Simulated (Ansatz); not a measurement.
Runs of Ansatz 0.2.0 on WF. Symmetry: R3m, No. 160, trigonal system. Conventional cell: a = 2.732 Å, b = 2.732 Å, c = 15.209 Å, α = 90.00°, β = 90.00°, γ = 120.00°. Around W (site symmetry 3m) lie 1 F at 1.87 Å. Around F (site symmetry 3m) lie 1 W at 1.87 Å. The cell was built by a generator and needn't be a form met in nature.

| level | cutoff (eV) | gap on the mesh (eV) | pressure (GPa) | largest force (eV/Å) |
| --- | --- | --- | --- | --- |
| r2SCAN | 500 | none | -3.5 | 0.32 |
| LDA | 420 | none | (a) | 0.75 |
| revPBE | 420 | none | 3.0 | 0.13 |
| BLYP | 420 | none | 5.9 | 0.48 |
| RPBE | 420 | none | 3.9 | 0.19 |
| PBEsol | 420 | none | -4.9 | (b) |

Alike in all rows: task band structure; potentials or basis Ansatz PAW; no spin polarisation; cell as given; k mesh 11 × 11 × 11; smearing fermi-dirac 0.05 eV.

Problem. Fill in the values left out.

Solution. (a) -9.0; (b) 0.45.

Caveats: spin-orbit coupling is left out, which moves the levels of the heavy elements; an odd number of electrons without spin polarisation forces a metal; a magnetic or distorted state may lie lower; the PAW data sets come from PBE, with cores solved anew for the run's functional, which leaves a small shift of forces and pressure.

A k mesh can miss the band edges, and the runs leave out spin-orbit coupling on W.

A gap of «none» marks a metal or a gap under the smearing width.

Runs at the PBE level aren't shown here.
